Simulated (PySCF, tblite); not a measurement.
# C5H9AlClN: geometry, infrared bands and NMR shifts

Wanted: the infrared bands and NMR shifts of C5H9AlClN (`C#C[C@@H]1C[C@@H]1[Al@@H-]([NH3+])[Cl]`), by calculation.

The runs use tblite 0.8.0 and PySCF 2.14.0, with density-fitted response routines of our own; the level of theory stands in each step. All values are computed, except where a source is named. Atoms are numbered from 0 throughout.

## (1) The molecule as given

17 atoms, charge 0, multiplicity 1; geometry from: force field or distance geometry start.

Bonds of the start (Å): C0–C1 1.22, C1–C2 1.45, C2–C3 1.52, C3–C4 1.52, C4–Al5 2.02, Al5–N6 1.91, Al5–Cl7 2.20, C4–C2 1.54, C0–H8 1.06, C2–H9 1.10, C3–H10 1.12, C3–H11 1.10, C4–H12 1.11, Al5–H13 1.60, N6–H14 1.04, N6–H15 1.05, N6–H16 1.05.

## (2) Geometry optimisation with GFN2-xTB

What the job is given:

```
{"job": {"kind": "relax", "xc": "GFN2-xTB", "basis": "xTB"}, "charge": 0, "multiplicity": 1}
C      2.759800    -1.578600     0.384300
C      2.268000    -0.543500    -0.035400
C      1.701500     0.702800    -0.525400
C      0.885900     1.476200     0.501900
C      0.168400     0.770300    -0.633200
Al    -1.027500    -0.756800    -0.068300
N     -2.834500    -0.154800    -0.021300
Cl    -0.824000    -2.409400    -1.508900
H      3.174700    -2.481400     0.747000
H      2.269500     1.337400    -1.228200
H      0.803400     0.979000     1.505100
H      0.944900     2.569600     0.408300
H     -0.190400     1.494300    -1.396900
H     -0.586900    -1.266700     1.382200
H     -3.131800     0.169700    -0.965700
H     -2.930400     0.638500     0.665300
H     -3.457600    -0.934400     0.292100
```

Run with:

```bash
> OMP_NUM_THREADS=1 python probes_run.py task.json out
```

The driver reads the jobs from task.json and runs them one after another.

**Question.** This job is followed by: GFN2-xTB harmonic vibrations, gas phase; GIAO PBE0/pcSseg-1 NMR shielding, non-relativistic, gas phase. What will the session give for the following? strongest single infrared mode (GFN2-xTB); zero-point energy (GFN2-xTB); 13C shifts against TMS (PBE0/pcSseg-1); 1H shifts against TMS (PBE0/pcSseg-1, means over atoms taken as alike); 27Al shifts against AlH4- (PBE0/pcSseg-1); 15N shifts against NH3 (PBE0/pcSseg-1); 35Cl shifts against HCl (PBE0/pcSseg-1).

**Answer**, as computed:

```
                                                              quantity                                          value
                             strongest single infrared mode (GFN2-xTB)                           674 cm⁻¹, 464 km/mol
                                          zero-point energy (GFN2-xTB)                                  76.8 kcal/mol
                                13C shifts against TMS (PBE0/pcSseg-1)                 95.9, 78.6, 14.0, 3.8, 2.0 ppm
1H shifts against TMS (PBE0/pcSseg-1, means over atoms taken as alike)  3.86, 1.97, 1.54, 1.43, 0.86, 0.77, -0.45 ppm
                             27Al shifts against AlH4- (PBE0/pcSseg-1)                                       46.9 ppm
                                15N shifts against NH3 (PBE0/pcSseg-1)                                       41.7 ppm
                               35Cl shifts against HCl (PBE0/pcSseg-1)                                        -40 ppm
```

The optimisation took 92 steps and gained 0.845 eV; among the close pairs (by a distance rule), Al5–N6 changed most, from 1.905 to 2.105 Å. No mode is imaginary among the 45: a minimum at this level. The strongest single mode, at 674 cm⁻¹, is carried by H13, Al5, H8. GFN2-xTB is a fitted tight-binding method: band positions and strengths are rough. Its intensities can rank the bands wrongly. At PBE0/pcSseg-1: The largest span, 300 ppm, is at C1, where the paramagnetic term is -171 ppm.
